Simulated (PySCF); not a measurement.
# AsH5Si: the cost of one run

Programs: PySCF 2.14.0, with density-fitted response routines of our own. Each step states its level of theory. These are calculated values for one molecule, in the gas phase or a continuum, unless marked as measured. Atoms count from 0, in the outputs and in this text.

## Step 1: The molecule as given

7 atoms, charge 0, multiplicity 1; geometry from: GFN2-xTB. The atoms were then displaced at random by about 0.01 Å, so the start is not that level's minimum.

Bonds of the start (Å): Si0–As1 2.30, Si0–H2 1.48, Si0–H3 1.49, Si0–H4 1.45, As1–H5 1.49, As1–H6 1.51.

## Step 2: Relaxing the molecule at PBE0-D3(BJ)/def2-SVP

What the job is given:

```
{"job": {"xc": "PBE0", "basis": "def2-SVP", "d3": "d3bj", "grid": 1, "shake": 0.01, "kind": "geom"}, "charge": 0, "multiplicity": 1}
Si    -0.805290     0.102170    -0.052050
As     1.389360    -0.066490    -0.714880
H     -1.668570    -0.835640    -0.810620
H     -1.291280     1.475420    -0.372920
H     -1.070790    -0.112480     1.361820
H      1.588020    -1.320310     0.072700
H      1.892510     0.728230     0.466010
```

Launch:

```bash
> OMP_NUM_THREADS=1 python probes_run.py task.json out
```

One launch serves the whole session: the jobs run in the order shown.

Q: Estimate the wall time and peak memory of this first job on 1 thread of AMD EPYC 9R45, shared host.

About 3.5 s, with a peak of 0.33 GiB.
